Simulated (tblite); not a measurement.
# C4H9NO2Si: the cost of one run

Computed with tblite 0.8.0 and PySCF 2.14.0, with density-fitted response routines of our own, on a single molecule in the gas phase. Atoms are numbered from 0 throughout.

## 1. The molecule as given

17 atoms, charge 0, multiplicity 1; geometry from: force field or distance geometry start.

Bonds of the start (Å): N0–C1 1.29, C1–Si2 1.80, Si2–O3 1.71, O3–C4 1.41, C4–C5 1.50, C5–C6 1.51, C6–O7 1.42, O7–Si2 1.74, N0–H8 1.03, C1–H9 1.08, Si2–H10 1.48, C4–H11 1.13, C4–H12 1.10, C5–H13 1.10, C5–H14 1.12, C6–H15 1.10, C6–H16 1.11.

## 2. Optimising the geometry with GFN2-xTB

What the job is given:

```
{"job": {"kind": "relax", "xc": "GFN2-xTB", "basis": "xTB"}, "charge": 0, "multiplicity": 1}
N      3.231800     0.302300     1.118300
C      2.725800    -0.010700    -0.029200
Si     1.009600     0.275200    -0.502800
O      0.190100    -1.167100    -0.912000
C     -0.924800    -1.404000    -0.082700
C     -1.883500    -0.253100    -0.018000
C     -1.217200     1.081600     0.213100
O      0.066600     0.950700     0.797500
H      2.593000     0.754700     1.795300
H      3.395200    -0.493200    -0.726100
H      0.934600     1.273400    -1.587800
H     -1.497100    -2.242000    -0.582700
H     -0.658100    -1.722400     0.937200
H     -2.591800    -0.385200     0.818000
H     -2.486000    -0.223300    -0.959200
H     -1.865800     1.747600     0.800300
H     -1.029400     1.527300    -0.790300
```

Command:

```bash
OMP_NUM_THREADS=1 python probes_run.py task.json out
```

This one command runs all jobs of the session in turn.

**Question.** How long does this first job take on 1 thread of Arm Neoverse N1, shared host, and how much memory does it need?

About 1.9 s, with a peak of 0.18 GiB.
